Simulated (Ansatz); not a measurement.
# Cs3Pt (Pm-3m) in Ansatz: convergence with k mesh

Aim: find how far k mesh must go before the results for Cs3Pt settle, at PBE. This setting moves, with any that are tied to it; all else stays.

Program: Ansatz 0.2.0. These are calculated values, not measurements. Logs are shortened: lines on timing, memory, paths and dates and some standing lists are left out, and cuts for length are marked.

### 1 The structure

The structure is cubic, space group Pm-3m (No. 221). Conventional cell: a = 5.778 Å, b = 5.778 Å, c = 5.778 Å, α = 90.00°, β = 90.00°, γ = 90.00°. Pt (site symmetry m-3m) has 12 Cs at 4.09 Å as nearest neighbours. Cs (site symmetry 4/mmm) is surrounded by 4 Pt at 4.09 Å and 8 Cs at 4.09 Å.

The cell comes from a database or a generator and needn't be the stable form of this composition.

### 2 With k mesh 2 × 2 × 2

File input.yaml:

```yaml
crystal:
  lattice:
    - [5.777653, 0.0, 0.0]
    - [0.0, 5.777653, 0.0]
    - [0.0, 0.0, 5.777653]
  atoms:
    - { symbol: Pt, position: [0.5, 0.5, 0.5] }
    - { symbol: Cs, position: [0.5, 0.0, 0.0] }
    - { symbol: Cs, position: [0.0, 0.5, 0.0] }
    - { symbol: Cs, position: [0.0, 0.0, 0.5] }
hamiltonian:
  xc: pbe
  pseudopotentials: { kind: paw }
kpoints:
  mp_grid: { grid: [2, 2, 2] }
scf:
  occupations: { method: cold, width: 0.05 }
output:
  forces: true
  stress: true
  eigenvalues: true
```

Potentials or basis: Ansatz PAW.

Command:

```console
ansatz run input.yaml --threads 2 --pin off --max-ram 5632MiB --backend cpu --events-out ev --progress --plain --runs-dir out
```

Log:

```text
Warning: RAYON_NUM_THREADS=2 ignored (pool sized by the plan → 2); use --threads N
Engine: ansatz 0.2.0, aarch64-unknown-linux-gnu
Pseudopotentials: kind: paw
Pseudopotential: Pt, paw, valence charge 18, recommended cutoff 420 eV (normal), Pt.paw.azcp
Pseudopotential: Cs, paw, valence charge 9, recommended cutoff 420 eV (normal), Cs.paw.azcp
Functional definition: PBE
  parameter kappa = 0.804
  parameter beta = 0.06672455060314922
  exchange = pbe_x(kappa = kappa, mu = beta*pi^2/3)
  correlation = pbe_c(beta = beta)
Crystal: 4 atoms, lattice volume = 192.865 Å³
Basis set: ecut = 420 eV, 3791 PW (Γ), exchange–correlation on 80×80×80 points (8 copies of the dense FFT grid, shifted against one another)
Bands: 27, of which v1, the nominal top of the filled ones, is band 23 counted from 1 (22 counted from 0)
Symmetry: 48 space group operations
Space group: Pm-3m (ITA 221), of the structure as read, at distance tolerance 5.8e-5 Å
k-points: 4 of 8
Non-local potential: Pt, projectors of the file, l = 0: 3, l = 1: 2, l = 2: 2, l = 3: 1
Non-local potential: Cs, projectors of the file, l = 0: 3, l = 1: 2, l = 2: 2, l = 3: 2
PAW form: soft (Blöchl's): semilocal exchange-correlation on the pseudo side does not see the compensation charge
PAW one-centre angular grid: Pt, 590 points (default); XC on 64 Gauss nodes
PAW one-centre angular grid: Cs, 194 points (default); XC on 64 Gauss nodes
Initial density: superposition of atomic densities (neutral atoms: chi_scale 0, normalization atom), corrected by the library's trained network
Initial wavefunctions: pseudopotential atomic-orbital guess
Functional: x = pbe(κ = 0.804, μ = 0.2195149727645171), c = pbe(β = 0.06672455060314922)
SCF iter   1: F=—  HF=-29534.611465 eV  |F-HF|=—  |Δ(HF+E_count)|=         —  Δρ=4.46e-3  dr2=2.28e-1  ethr=1.77e-3  ⟨swp⟩=7.8  Hψ=524  notcnv=0
preconditioner: auto → Resta (q_TF=auto, 2.141 Å⁻¹)  ε∞=4.6  [insulator: Δε(μ)=0.683 eV  Ē_g=7.859 eV  σ=0.050 eV  W_gap=1.00  n_scr=26 (ndim 8)  ℏωp=14.9 eV  f_vac=0.000  D(μ)=-0.00/eV (n_scr^D=0)  ε∞_Penn≈4.6]
SCF iter   2: F=—  HF=-29534.583230 eV  |F-HF|=—  |Δ(HF+E_count)|=   2.82e-2  S|Δr|=    0.00e0  Δρ=3.01e-3  dr2=4.11e-2  ethr=5.07e-4  ⟨swp⟩=2.5  Hψ=151  notcnv=0  defer=2
SCF iter   3: F=—  HF=-29534.577546 eV  |F-HF|=—  |Δ(HF+E_count)|=   5.68e-3  S|Δr|=    0.00e0  Δρ=1.45e-3  dr2=1.43e-2  ethr=9.12e-5  ⟨swp⟩=2.0  Hψ=139  notcnv=0  defer=2
SCF iter   4: F=—  HF=-29534.575522 eV  |F-HF|=—  |Δ(HF+E_count)|=   2.02e-3  S|Δr|=    0.00e0  Δρ=2.91e-4  dr2=2.49e-4  ethr=3.17e-5  ⟨swp⟩=2.0  Hψ=121  notcnv=0  defer=2
SCF iter   5: F=—  HF=-29534.575694 eV  |F-HF|=—  |Δ(HF+E_count)|=   1.71e-4  S|Δr|=    0.00e0  Δρ=8.35e-5  dr2=4.22e-5  ethr=5.53e-7  ⟨swp⟩=2.8  Hψ=186  notcnv=0  defer=2
SCF iter   6: F=—  HF=-29534.575692 eV  |F-HF|=—  |Δ(HF+E_count)|=   2.01e-6  S|Δr|=    0.00e0  Δρ=1.66e-5  dr2=1.63e-6  ethr=9.38e-8  ⟨swp⟩=2.2  Hψ=146  notcnv=0  defer=2
SCF iter   7: F=-29534.575692 eV  HF=-29534.575692 eV  |F-HF|=3.09e-8  |Δ(HF+E_count)|=   6.56e-7  S|Δr|=    0.00e0  Δρ=4.33e-6  dr2=6.16e-8  ethr=2.22e-10  ⟨swp⟩=7.5  Hψ=600  notcnv=0
SCF 1 converged in 7 iterations: F = -29534.575692 eV  dr2 = 6.16e-8
SCF converged after 7 iterations
Stability not checked: this state was not tested for a lower state beside it, because cold or Methfessel-Paxton smearing, or corrected tetrahedra, fill the levels in a way that the test cannot read (fill_not_monotonic; see scf.lower_state_search)
Free energy (F): -29534.575692 eV
Harris-Foulkes:  -29534.575692 eV  (|F-HF|=3.09e-8)
Internal energy: -29534.575692 eV  (E = F + TS)
E sigma→0 (E₀):  -29534.575692 eV
Fermi energy:    6.890089 eV
Step filling:    the computed levels leave a gap of 0.6230 eV = 12.5 smearing widths at the electron count; against every level under it full and every level over it empty, smearing changes F+E_penalty+E_count by +1.88e-19 meV and its σ→0 estimate by -9.88e-17 meV
--- Per-component energies (eV) ---
  E_band       = -526.632092
  E_kinetic    = 1067.162591
  E_local      = -3932.358958  (includes V_loc(G=0)·N_el)
  E_nonlocal   = 293.133726
  E_hartree    = 1539.863876
  E_xc         = -783.420741
  E_vxc        = -680.227109  (∫ρ·V_xc dr)
  E_paw        = -24655.839652  (= ΣΔE_a)
  E_vpaw       = -354.082289  (= ΣTr[D̂ρ^β])
  E_aug_tail   = 0.000192  (compensation charges beyond the density's cutoff)
  E_ewald      = -3063.116726
  E_smearing   = 0.000000  (= −TS)
  E_closure    = -0.000000  (closes the sum)
  Σ components = -29534.575692   (vs F -29534.575692, Δ=0.00e0)
--- Forces (eV/Å), atoms counted from 1 ---
  atom   1  Pt     0.00000000    -0.00000000    -0.00000000
  atom   2  Cs    -0.00000000    -0.00000000     0.00000000
  atom   3  Cs     0.00000000    -0.00000000     0.00000000
  atom   4  Cs     0.00000000     0.00000000     0.00000000
  max |Σ_I F_I| component: 2.84e-24 eV/Å
--- Stress (GPa, compression-positive) ---
       -0.162969       0.000000       0.000000
        0.000000      -0.162969       0.000000
        0.000000       0.000000      -0.162969
  P = ⅓ Tr σ = -0.1630 GPa (-1.630 kbar)
--- Band table (eV) ---
  k-point 0: bands = ["-89.2619", "-43.5193", "-43.5193", "-43.5193", "-16.7576", "-16.5284", "-16.5284", "-4.0724", "-4.0724", "-4.0724", "-3.2587", "-3.2587", "-3.2587", "-3.0034", "-3.0034", "-3.0034", "4.0655", "5.6418", "5.6418", "5.7699", "5.7785", "5.7785", "5.7785", "8.4725", "8.4725", "8.4725", "8.7672"]
  k-point 1: bands = ["-89.2619", "-43.5193", "-43.5193", "-43.5193", "-16.6821", "-16.6056", "-16.5274", "-3.9019", "-3.9019", "-3.6947", "-3.5537", "-3.3882", "-3.3882", "-3.3043", "-3.0940", "-3.0940", "4.9718", "5.8390", "5.8608", "5.9859", "5.9859", "6.0017", "6.5437", "7.1667", "8.4760", "8.5354", "8.5354"]
  k-point 2: bands = ["-89.2619", "-43.5193", "-43.5193", "-43.5193", "-16.6050", "-16.6042", "-16.6042", "-4.1704", "-3.8922", "-3.6562", "-3.4193", "-3.4193", "-3.3869", "-3.3869", "-3.1452", "-2.9041", "5.1972", "5.8455", "5.9353", "5.9791", "5.9791", "6.0566", "7.6390", "7.6390", "8.0854", "8.1367", "8.8317"]
  k-point 3: bands = ["-89.2619", "-43.5193", "-43.5193", "-43.5193", "-16.6030", "-16.6030", "-16.6030", "-4.5993", "-3.8721", "-3.8721", "-3.8721", "-3.1418", "-3.1418", "-2.9008", "-2.9008", "-2.9008", "4.6598", "5.7240", "5.7240", "5.7240", "6.0086", "6.0086", "7.8802", "7.8802", "7.8802", "9.2890", "9.2890"]
```

Run time: 0.89 s. Hardware: 2 threads of Arm Neoverse V2, shared host; peak memory 0.39 GiB.

Results:

- Free energy: -29534.5757 eV
- Pressure: -0.2 GPa
- Band gap on the k mesh: 0.62 eV

### 3 With k mesh 3 × 3 × 3

Edit input.yaml of step 2 so:

```diff
@@ -14,3 +14,3 @@
 kpoints:
-  mp_grid: { grid: [2, 2, 2] }
+  mp_grid: { grid: [3, 3, 3] }
 scf:
```

Potentials or basis: Ansatz PAW.

Command:

```console
ansatz run input.yaml --threads 2 --pin off --max-ram 5632MiB --backend cpu --events-out ev --progress --plain --runs-dir out
```

Wall time 0.89 s (2 threads of Arm Neoverse V2, shared host); peak memory 0.39 GiB.

What came out:

- Free energy: -29534.3641 eV
- Pressure: -0.1 GPa
- Band gap on the k mesh: none (metal or under the smearing width)

### 4 With k mesh 4 × 4 × 4

Edit input.yaml of step 3 so:

```diff
@@ -14,3 +14,3 @@
 kpoints:
-  mp_grid: { grid: [3, 3, 3] }
+  mp_grid: { grid: [4, 4, 4] }
 scf:
```

Command:

```console
ansatz run input.yaml --threads 2 --pin off --max-ram 5632MiB --backend cpu --events-out ev --progress --plain --runs-dir out
```

Run time: 1.7 s. Hardware: 2 threads of Arm Neoverse V2, shared host; peak memory 0.42 GiB.

What came out:

```yaml
Free_energy: -29534.4783 eV
Pressure: -0.4 GPa
Band_gap_on_the_k_mesh: none (metal or under the smearing width)
```

### 5 With k mesh 5 × 5 × 5

Edit input.yaml of step 4 so:

```diff
@@ -14,3 +14,3 @@
 kpoints:
-  mp_grid: { grid: [4, 4, 4] }
+  mp_grid: { grid: [5, 5, 5] }
 scf:
```

Command:

```console
ansatz run input.yaml --threads 2 --pin off --max-ram 5632MiB --backend cpu --events-out ev --progress --plain --runs-dir out
```

It took 1.7 s on 2 threads of Arm Neoverse V2, shared host; peak memory 0.42 GiB.

It converged, with:

- Free energy: -29534.4555 eV
- Pressure: -0.2 GPa
- Band gap on the k mesh: none (metal or under the smearing width)

### 6 With k mesh 7 × 7 × 7

Edit input.yaml of step 5 so:

```diff
@@ -14,3 +14,3 @@
 kpoints:
-  mp_grid: { grid: [5, 5, 5] }
+  mp_grid: { grid: [7, 7, 7] }
 scf:
```

Potentials or basis: Ansatz PAW.

Command:

```console
ansatz run input.yaml --threads 2 --pin off --max-ram 5632MiB --backend cpu --events-out ev --progress --plain --runs-dir out
```

It took 3 s on 2 threads of Arm Neoverse V2, shared host; peak memory 0.45 GiB.

It converged, with:

```
Free energy            : -29534.4705 eV
Pressure               : -0.3 GPa
Band gap on the k mesh : none (metal or under the smearing width)
```

### 7 With k mesh 8 × 8 × 8

Edit input.yaml of step 6 so:

```diff
@@ -14,3 +14,3 @@
 kpoints:
-  mp_grid: { grid: [7, 7, 7] }
+  mp_grid: { grid: [8, 8, 8] }
 scf:
```

Command:

```console
ansatz run input.yaml --threads 2 --pin off --max-ram 5632MiB --backend cpu --events-out ev --progress --plain --runs-dir out
```

Wall time 4.9 s (2 threads of Arm Neoverse V2, shared host); peak memory 0.49 GiB.

The run converged. Its results:

| Item | Value |
| --- | --- |
| Free energy | -29534.4626 eV |
| Pressure | -0.3 GPa |
| Band gap on the k mesh | none (metal or under the smearing width) |

### 8 Result

| k mesh | energy less the tightest run, at zero smearing (meV/atom) | pressure (GPa) | gap on the mesh (eV) | SCF cycles | CPU time (s) | peak memory (GiB) |
| --- | --- | --- | --- | --- | --- | --- |
| 2 × 2 × 2 | -28.47 | -0.16 | 0.623 | 7 | 1.6 | 0.39 |
| 3 × 3 × 3 | 25.03 | -0.09 | 0.000 | 7 | 1.6 | 0.39 |
| 4 × 4 × 4 | -3.94 | -0.44 | 0.000 | 7 | 3.2 | 0.42 |
| 5 × 5 × 5 | 1.51 | -0.21 | 0.000 | 8 | 3.2 | 0.42 |
| 7 × 7 × 7 | -2.29 | -0.30 | 0.000 | 8 | 5.9 | 0.45 |
| 8 × 8 × 8 | 0.00 | -0.29 | 0.000 | 7 | 9.7 | 0.49 |

Against the tightest run, the pressure stays within 0.1 GPa from 5 × 5 × 5 on; the gap on the mesh stays within 0.01 eV from 3 × 3 × 3 on. Not settled before the last step: the energy (to 1 meV/atom). Meshes of other sizes hit other points, so gaps and Fermi surfaces needn't settle smoothly. The tightest run that finished is the yardstick and may itself not be fully converged.
